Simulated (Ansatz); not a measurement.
**GaGe (quartet): correlated methods under varied settings at distance Ge1–Ga2 = 5.419 Å**

What do other methods and options give for GaGe (quartet) at this geometry, and how long do they take?

Method: the settings change from run to run; program: Ansatz 0.2.0, Gaussian basis.

22 further runs of the same task are left out: 3 for a known fault of the program, 13 that didn't finish, 6 set aside as unsound or not needed. Runs told in other sessions of the task aren't counted.

### Step 1. The geometry

The geometry derives from a PBE0/def2-TZVP stationary point (not a proven minimum). One bond is set to the value named and the two fragments are kept rigid. No spin-orbit coupling is included. The filled d shell of Ge, Ga may be among the frozen orbitals whatever the setting's name suggests.

2 atoms, charge 0, spin multiplicity 4.

Atoms are counted from 1 here; the program's logs count them from 0.

No contacts short enough for the rule that draws bonds.

### Step 2. MRCISD+Q(relaxed)(7,5)/cc-pVDZ

Contents of in.yaml:

```yaml
crystal:
  periodic: [false, false, false]
  atoms:
    - {symbol: Ge, position_ang: [0.000000, 0.000000, 0.000000]}
    - {symbol: Ga, position_ang: [0.000000, 0.000000, 5.419000]}
basis:
  gaussian: {orbitals: cc-pVDZ}
magnetization: {spin_polarized: false, initial_magnetization: 3}
correlation: {method: fic_mrcisd_q_relaxed, electrons: outside_noble_gas, active_space: {window: {electrons: 7, orbitals: 5}, states: [{multiplicity: 4, weights: [1, 1]}], root: 0}}
scf: {lower_state_search: full}
```

Run with:

```bash
ansatz run in.yaml --threads 1 --pin off --events-out ev --progress --plain --max-ram 2393MiB
```

The program printed, cut to the lines that bear on the results:

```text
Functional definition: HF
  name "HF"
  cite "Fock, Z. Phys. 61, 126 (1930) doi:10.1007/BF01340294"
  parent pbe
[...]
1001 factors; integrals over basis functions are off by at most 1.2e-7 eV
[...]
mean field -108804.16715973 eV, -3998.4793930067 hartree, gradient 8.2e-6 eV, S^2 3.750000; 30 other end points of the search recorded, 0 dependent functions left out
reference -108804.16715973 eV, -3998.4793930067 hartree; 33, 30 occupied and 21, 24 virtual orbitals, 1001 factors
state -108804.15526143 eV, -3998.4789557523 hartree
state -108797.88504117 eV, -3998.2485294077 hartree
contracted CI cycle   1: correlation 0.00000000 eV, 0.0000000000 hartree, residual 8.93e0 eV
contracted CI cycle   2: correlation -2.58673201 eV, -0.0950606482 hartree, residual 1.78e0 eV
contracted CI cycle   3: correlation -2.71954905 eV, -0.0999415840 hartree, residual 5.17e-1 eV
contracted CI cycle   4: correlation -2.72938653 eV, -0.1003031048 hartree, residual 1.21e-1 eV
contracted CI cycle   5: correlation -2.72992002 eV, -0.1003227104 hartree, residual 3.57e-2 eV
contracted CI cycle   6: correlation -2.72997273 eV, -0.1003246472 hartree, residual 1.37e-2 eV
contracted CI cycle   7: correlation -2.72998685 eV, -0.1003251664 hartree, residual 1.11e-2 eV
contracted CI cycle   8: correlation -2.72999701 eV, -0.1003255397 hartree, residual 8.57e-3 eV
[...]
contracted CI cycle  12: correlation -2.82380920 eV, -0.1037730739 hartree, residual 3.64e-2 eV
contracted CI cycle  13: correlation -2.82384586 eV, -0.1037744212 hartree, residual 1.36e-2 eV
contracted CI cycle  14: correlation -2.82387658 eV, -0.1037755501 hartree, residual 2.27e-2 eV
contracted CI cycle  15: correlation -2.82418681 eV, -0.1037869509 hartree, residual 1.37e-1 eV
contracted CI cycle  16: correlation -2.82386130 eV, -0.1037749888 hartree, residual 2.40e-2 eV
contracted CI cycle  17: correlation -2.82389830 eV, -0.1037763484 hartree, residual 1.55e-2 eV
contracted CI cycle  18: correlation -2.82391837 eV, -0.1037770858 hartree, residual 1.27e-2 eV
contracted CI cycle  19: correlation -2.82392839 eV, -0.1037774544 hartree, residual 7.33e-3 eV
contracted CI cycle  20: correlation -2.82393140 eV, -0.1037775648 hartree, residual 4.16e-3 eV
contracted CI cycle  21: correlation -2.82393345 eV, -0.1037776402 hartree, residual 4.18e-3 eV
contracted CI cycle  22: correlation -2.82393754 eV, -0.1037777904 hartree, residual 1.36e-2 eV
contracted CI cycle  23: correlation -2.82393262 eV, -0.1037776098 hartree, residual 6.55e-3 eV
contracted CI cycle  24: correlation -2.82393419 eV, -0.1037776673 hartree, residual 3.35e-3 eV
contracted CI cycle  25: correlation -2.82393388 eV, -0.1037776560 hartree, residual 1.16e-3 eV
contracted CI cycle  26: correlation -2.82393394 eV, -0.1037776580 hartree, residual 6.51e-4 eV
contracted CI cycle  27: correlation -2.82393396 eV, -0.1037776588 hartree, residual 3.72e-4 eV
state -108797.88504117 eV, -3998.2485294077 hartree; corrected -108801.34192292 eV, -3998.3755674690 hartree
Total energy: -108807.17032006 eV, -3998.5897571131 hartree
```

Run time: 38 s. Hardware: 1 thread of Arm Neoverse V2, shared host.

From the report: 3 determinants; active occupations (of the averaged states) 2.00, 1.50, 1.50, 1.00, 1.00.

### Step 3. CASSCF(5,6)/cc-pVDZ

Contents of in.yaml:

```yaml
crystal:
  periodic: [false, false, false]
  atoms:
    - {symbol: Ge, position_ang: [0.000000, 0.000000, 0.000000]}
    - {symbol: Ga, position_ang: [0.000000, 0.000000, 5.419000]}
basis:
  gaussian: {orbitals: cc-pVDZ}
magnetization: {spin_polarized: false, initial_magnetization: 3}
correlation: {active_space: {window: {electrons: 5, orbitals: 6}}}
```

Same command.

The program printed, cut to the lines that bear on the results:

```text
Functional definition: HF
  name "HF"
  cite "Fock, Z. Phys. 61, 126 (1930) doi:10.1007/BF01340294"
  parent pbe
[...]
650 factors; integrals over basis functions are off by at most 1.9e-4 eV
[...]
mean field -108804.16709801 eV, -3998.4793907388 hartree, gradient 3.2e-6 eV, S^2 3.750000; 23 other end points of the search recorded, 0 dependent functions left out
reference -108804.16709801 eV, -3998.4793907388 hartree; 33, 30 occupied and 21, 24 virtual orbitals, 650 factors
state -108804.79687498 eV, -3998.5025346154 hartree
the orbitals are reached from a further start. From the first start the search ends at -108804.73742388 eV, -3998.5003498277 hartree
Total energy: -108804.79687498 eV, -3998.5025346154 hartree
```

Run time: 69 s. Hardware: 1 thread of Arm Neoverse V2, shared host.

From the report: 90 determinants; active occupations 1.93, 1.00, 1.00, 1.00, 0.04, 0.04.

### Step 4. CCSD(T)/cc-pVDZ

Changes to in.yaml since step 3:

```diff
@@ -8,2 +8,3 @@
 magnetization: {spin_polarized: false, initial_magnetization: 3}
-correlation: {active_space: {window: {electrons: 5, orbitals: 6}}}
+hamiltonian: {xc: {name: B3LYP}}
+correlation: {method: ccsd_t, electrons: outside_noble_gas}
```

Same command.

The program printed, cut to the lines that bear on the results:

```text
Functional definition: B3LYP
  name "B3LYP"
  cite "Stephens, Devlin, Chabalowski & Frisch, J. Phys. Chem. 98, 11623 (1994) doi:10.1021/j100096a001"
  cite "Becke, Phys. Rev. A 38, 3098 (1988) doi:10.1103/PhysRevA.38.3098"
  cite "Lee, Yang & Parr, Phys. Rev. B 37, 785 (1988) doi:10.1103/PhysRevB.37.785"
  cite "Vosko, Wilk & Nusair, Can. J. Phys. 58, 1200 (1980) doi:10.1139/p80-159"
[...]
650 factors; integrals over basis functions are off by at most 1.9e-4 eV
[...]
mean field -108893.77839727 eV, -4001.7725452455 hartree, gradient 1.7e-6 eV, S^2 3.750000; 10 other end points of the search recorded, 0 dependent functions left out
[...]
28 core orbitals not correlated: weight in the atoms' cores, before any rotation towards them, 1.000 or more for the frozen orbitals, at most 0.000 for the correlated occupied ones
reference -108803.48772817 eV, -3998.4544243576 hartree; 5, 2 occupied and 21, 24 virtual orbitals, 650 factors
second order -2.04960117 eV of doubles, -0.27583926 eV of singles
cycle   1  -2.89254348 eV  change   -5.7e-1 eV  update   8.2e-2
[...]
cycle  15  -3.19520361 eV  change    6.2e-7 eV  update   1.4e-6
perturbative correction -0.04108981 eV, -0.0015100227 hartree
Total energy: -108806.72402159 eV, -3998.5733559471 hartree
```

Wall time 29 s (1 thread of Arm Neoverse V2, shared host).

From the report: correlation -3.2363 eV; T1 0.077; largest double amplitude 0.10. The orbitals are Kohn-Sham ones, so correlation energy and T1 don't compare with those on Hartree-Fock orbitals.

### Step 5. CCSDT on UHF/cc-pVDZ

Contents of in.yaml:

```yaml
crystal:
  periodic: [false, false, false]
  atoms:
    - {symbol: Ge, position_ang: [0.000000, 0.000000, 0.000000]}
    - {symbol: Ga, position_ang: [0.000000, 0.000000, 5.419000]}
basis:
  gaussian: {orbitals: cc-pVDZ}
magnetization: {spin_polarized: true, initial_magnetization: 3}
correlation: {method: ccsdt, electrons: outside_noble_gas}
output: {forces: true}
```

The command is unchanged.

The program printed, cut to the lines that bear on the results:

```text
Functional definition: HF
  name "HF"
  cite "Fock, Z. Phys. 61, 126 (1930) doi:10.1007/BF01340294"
  parent pbe
[...]
1001 factors; integrals over basis functions are off by at most 1.2e-7 eV
[...]
mean field -108804.33494292 eV, -3998.4855589252 hartree, gradient 2.2e-6 eV, S^2 3.768774; 26 other end points of the search recorded, 0 dependent functions left out
determinant -108804.33494292 eV, -3998.4855589252 hartree, with singles and doubles -108807.05991423 eV, -3998.5856997739 hartree
determinant -108804.30497693 eV, -3998.4844576953 hartree, with singles and doubles -108807.02745499 eV, -3998.5845069188 hartree
determinant -108804.29637311 eV, -3998.4841415108 hartree, with singles and doubles -108807.01900795 eV, -3998.5841964958 hartree
determinant -108804.27543873 eV, -3998.4833721867 hartree, with singles and doubles -108806.99828077 eV, -3998.5834347860 hartree
[...]
determinant -108804.27543873 eV, -3998.4833721867 hartree, with singles and doubles -108806.99888382 eV, -3998.5834569477 hartree
determinant -108804.25788541 eV, -3998.4827271141 hartree, with singles and doubles -108806.98524745 eV, -3998.5829558204 hartree
28 core orbitals not correlated: weight in the atoms' cores, before any rotation towards them, 1.000 or more for the frozen orbitals, at most 0.000 for the correlated occupied ones
reference -108804.33494292 eV, -3998.4855589252 hartree; 5, 2 occupied and 21, 24 virtual orbitals, 1001 factors
second order -1.89226228 eV of doubles, -0.00000000 eV of singles
cycle   1  -2.44697182 eV  change   -5.5e-1 eV  update   7.6e-2
[...]
cycle   6  -2.77777270 eV  change    1.5e-9 eV  update   8.2e-9
[...]
Total energy: -108807.11271562 eV, -3998.5876401892 hartree
Atom 0 at     0.000000     0.000000     0.000000 Å, force     0.000000     0.000000     0.086648 eV/Å
Atom 1 at     0.000000     0.000000     5.419000 Å, force    -0.000000    -0.000000    -0.086648 eV/Å
Dipole moment:     0.000000     0.000000     0.118974 e Å
```

It took 93 s on 1 thread of Arm Neoverse V2, shared host.

From the report: ⟨S²⟩ of the determinant 3.769 (pure quartet: 3.75); correlation -2.7778 eV; T1 0.014; largest double amplitude 0.13.

### Step 6. NEVPT4(SD)(7,8)/STO-3G

Contents of in.yaml:

```yaml
crystal:
  periodic: [false, false, false]
  atoms:
    - {symbol: Ge, position_ang: [0.000000, 0.000000, 0.000000]}
    - {symbol: Ga, position_ang: [0.000000, 0.000000, 5.419000]}
basis:
  gaussian: {orbitals: STO-3G}
magnetization: {spin_polarized: false, initial_magnetization: 3}
correlation: {method: fic_nevpt4_sd, electrons: outside_noble_gas, active_space: {window: {electrons: 7, orbitals: 8}, states: [{multiplicity: 4, weights: [1, 1, 0.5, 0.5]}]}}
```

Same command.

The program printed, cut to the lines that bear on the results:

```text
Functional definition: HF
  name "HF"
  cite "Fock, Z. Phys. 61, 126 (1930) doi:10.1007/BF01340294"
  parent pbe
[...]
373 factors; integrals over basis functions are off by at most 3.7e-8 eV
[...]
mean field -107553.72207055 eV, -3952.5263835614 hartree, gradient 6.5e-7 eV, S^2 3.750000; 33 other end points of the search recorded, 0 dependent functions left out
reference -107553.72207055 eV, -3952.5263835614 hartree; 33, 30 occupied and 3, 6 virtual orbitals, 373 factors
state -107555.97347118 eV, -3952.6091210084 hartree
state -107555.97342888 eV, -3952.6091194541 hartree
state -107555.95972721 eV, -3952.6086159271 hartree
state -107555.70661694 eV, -3952.5993142961 hartree
state -107555.97347118 eV, -3952.6091210084 hartree; corrected -107556.24788177 eV, -3952.6192054118 hartree
state -107555.97342888 eV, -3952.6091194541 hartree; corrected -107556.24783970 eV, -3952.6192038658 hartree
[...]
state -107554.72382082 eV, -3952.5631972050 hartree; corrected -107554.74966127 eV, -3952.5641468240 hartree
state -107554.71208159 eV, -3952.5627657960 hartree; corrected -107554.73795989 eV, -3952.5637168061 hartree
state -107551.57749739 eV, -3952.4475719515 hartree; corrected -107551.60328030 eV, -3952.4485194561 hartree
state -107555.96203643 eV, -3952.6087007894 hartree; corrected -107556.24986127 eV, -3952.6192781569 hartree
state -107555.95670921 eV, -3952.6085050177 hartree; corrected -107556.24442587 eV, -3952.6190784098 hartree
state -107555.95416689 eV, -3952.6084115892 hartree; corrected -107556.24204944 eV, -3952.6189910776 hartree
state -107555.70513137 eV, -3952.5992597025 hartree; corrected -107555.99301983 eV, -3952.6098394083 hartree
the orbitals are reached from a further start. From the first start the search ends at -107555.92669071 eV, -3952.6074018580 hartree
WARN: the results are in doubt because another end's mean lies 0.011 eV lower, and its corrected mean 0.002 eV higher
Total energy: -107556.20394059 eV, -3952.6175906032 hartree
In doubt: another end's mean lies 0.011 eV lower, and its corrected mean 0.002 eV higher
```

Wall time 2 min (1 thread of Arm Neoverse V2, shared host); peak memory 0.25 GiB.

From the report: 784 determinants; active occupations (of the averaged states) 1.96, 1.00, 1.00, 0.84, 0.83, 0.67, 0.50, 0.20. The program marks this result as in doubt; its last lines say why.

### Step 7. CCSDT(Q)/B/cc-pVDZ

Contents of in.yaml:

```yaml
crystal:
  periodic: [false, false, false]
  atoms:
    - {symbol: Ge, position_ang: [0.000000, 0.000000, 0.000000]}
    - {symbol: Ga, position_ang: [0.000000, 0.000000, 5.419000]}
basis:
  gaussian: {orbitals: cc-pVDZ}
magnetization: {spin_polarized: false, initial_magnetization: 3}
hamiltonian: {xc: {name: PBE}}
correlation: {method: ccsdt_q_b, electrons: outside_noble_gas}
accuracy: high
scf: {omitted_lower_state_checks: [cluster_reference]}
```

The command is unchanged.

The program printed, cut to the lines that bear on the results:

```text
Functional definition: PBE
  name "PBE"
  cite "Perdew, Burke & Ernzerhof, Phys. Rev. Lett. 77, 3865 (1996) doi:10.1103/PhysRevLett.77.3865"
  parent pbe
[...]
951 factors; integrals over basis functions are off by at most 4.4e-9 eV
[...]
mean field -108874.62021741 eV, -4001.0684951215 hartree, gradient 2.6e-8 eV, S^2 3.750000; 11 other end points of the search recorded, 0 dependent functions left out
28 core orbitals not correlated: weight in the atoms' cores, before any rotation towards them, 0.999 or more for the frozen orbitals, at most 0.000 for the correlated occupied ones
reference -108801.55392426 eV, -3998.3833583747 hartree; 5, 2 occupied and 21, 24 virtual orbitals, 951 factors
second order -3.25051081 eV of doubles, -0.77018973 eV of singles
cycle   1  -3.44766418 eV  change   -7.9e-1 eV  update   1.2e-1
[...]
cycle  73  -4.96899868 eV  change   5.8e-10 eV  update  3.1e-10
perturbative correction -0.01354160 eV, -0.0004976448 hartree
WARN: these amplitudes may be one of several solutions (largest doubles amplitude 0.16, level shift 4.92 eV)
Total energy: -108806.53646455 eV, -3998.5664633528 hartree
Checks for a lower state left out: cluster_reference
```

It took 1.7 min on 1 thread of Arm Neoverse V2, shared host.

From the report: correlation -4.9825 eV; T1 0.227; largest double amplitude 0.16. The orbitals are Kohn-Sham ones, so correlation energy and T1 don't compare with those on Hartree-Fock orbitals. The report flags that the cluster equations may have other roots.

### Step 8. The runs in one table

Where basis and cores are those of an earlier FCI/cc-pVDZ run (-108807.1139 eV), and the records show the same count of frozen orbitals and kind of state, the miss against it is given; a blank cell means that this couldn't be shown. † marks a result that the program doubts.

| level | correlated | functions | energy (eV) | from FCI (meV) | time |
| --- | --- | --- | --- | --- | --- |
| MRCISD+Q(relaxed)(7,5)/cc-pVDZ (lowest root of an average) | outside noble gas | 54 | -108807.1703 |  | 38 s |
| CASSCF(5,6)/cc-pVDZ |  | 54 | -108804.7969 | 2317.1 | 69 s |
| CCSD(T)/cc-pVDZ (on B3LYP orbitals) | outside noble gas | 54 | -108806.7240 | 389.9 | 29 s |
| CCSDT on UHF/cc-pVDZ | outside noble gas | 54 | -108807.1127 | 1.2 | 93 s |
| NEVPT4(SD)(7,8)/STO-3G (mean of several states) † | outside noble gas | 36 | -107556.2039 |  | 2 min |
| CCSDT(Q)/B/cc-pVDZ (on PBE orbitals) † | outside noble gas | 54 | -108806.5365 | 577.5 | 1.7 min |

### Step 9. What came out

```
quantity                                                     value
    runs                                                         6
quickest                 CCSD(T)/cc-pVDZ (on B3LYP orbitals), 29 s
 slowest  NEVPT4(SD)(7,8)/STO-3G (mean of several states) †, 2 min
```

What this shows: Total energies in different bases, with other cores or another treatment of relativity can't be set against each other. «valence» and «outside noble gas» are the program's key words; the logs give how many orbitals each freezes, and for Ga to Kr the 3d shell needn't follow the word's plain sense. NEVPT4(SD)(7,8)/STO-3G (mean of several states) † took 4 times as long as CCSD(T)/cc-pVDZ (on B3LYP orbitals); the jobs differ in more than the method. Among the correlated runs with a miss given, it spans +1 to +577 meV. Hartree-Fock, CASSCF and CASCI lack dynamic correlation by design. Cores frozen from Kohn-Sham orbitals shift the total energy.
